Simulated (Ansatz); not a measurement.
# NiMoIrPdW under changes of volume

One of the cells (14.545 Å³/atom); the others are scaled copies at fixed shape and fractional positions:

```
Ni Mo Pd Ir W
1.0
     2.77046    0.00000    0.00000
    -1.38523    2.39928    0.00000
     0.00000    0.00000   21.88122
Ni Mo Pd Ir W
2 2 2 2 2
Cartesian
  0.0000 1.5995 0.9700
  1.3852 0.7998 20.9101
  1.3852 0.7998 7.4987
  1.3852 0.7998 16.6997
  0.0000 1.5995 9.7958
  0.0000 1.5995 14.3810
  0.0000 1.5995 5.2489
  0.0000 1.5995 18.8288
  1.3852 0.7998 2.9859
  1.3852 0.7998 12.0872
```

The cell was built by a generator and needn't be a form met in nature.

| Quantity | Value |
| --- | --- |
| Program | Ansatz 0.2.0 |
| Functional | PBE |
| Potentials or basis | all-electron LAPW, scalar-relativistic |
| Cutoff | 273 eV (chosen from the basis error) |
| Basis error allowed | 0.003 eV/atom |
| k mesh | 8 × 8 × 2 |
| Occupations | fermi-dirac, width 0.05 eV |
| Spin | collinear spin, ferromagnetic start |
| Starting moments | [1.0, 1.0, 1.0, 1.0, 0.0, 0.0, 0.6, 0.6, 0.0, 0.0] μB |

```csv
volume (Å³/atom),energy over the lowest point (meV/atom),pressure (GPa),largest force (eV/Å)
13.672,46.90,18.4,0.572
13.963,?,?,?
14.254,4.70,5.4,0.243
14.545,0.00,0.0,0.146
14.836,4.68,-4.9,0.220
15.126,17.71,-9.2,0.289
15.417,38.22,-13.1,0.352
```

Question: What does the run at 13.963 Å³/atom give?

Answer: Energy over the lowest point 19.91 meV/atom; pressure 11.6 GPa; largest force 0.398 eV/Å.

Worked out: A Birch-Murnaghan fit of order 3 (a polynomial in V^(-2/3)) to the other rows has its minimum at 14.54 Å³/atom with B0 = V·E''(V) = 258 GPa and B' = 4.7 at fixed shape and positions, which overstates the stiffness. It gives 19.91 meV/atom at 13.963 Å³/atom, against the run's 19.91, and -dE/dV = 11.5 GPa, against 11.6.

Energies are extrapolated to zero smearing.

Caveats: the k mesh is thin for a metal, which can move the energy by tens of meV per atom; the starting moments weren't kept.

The runs don't all hold the same shells in valence.
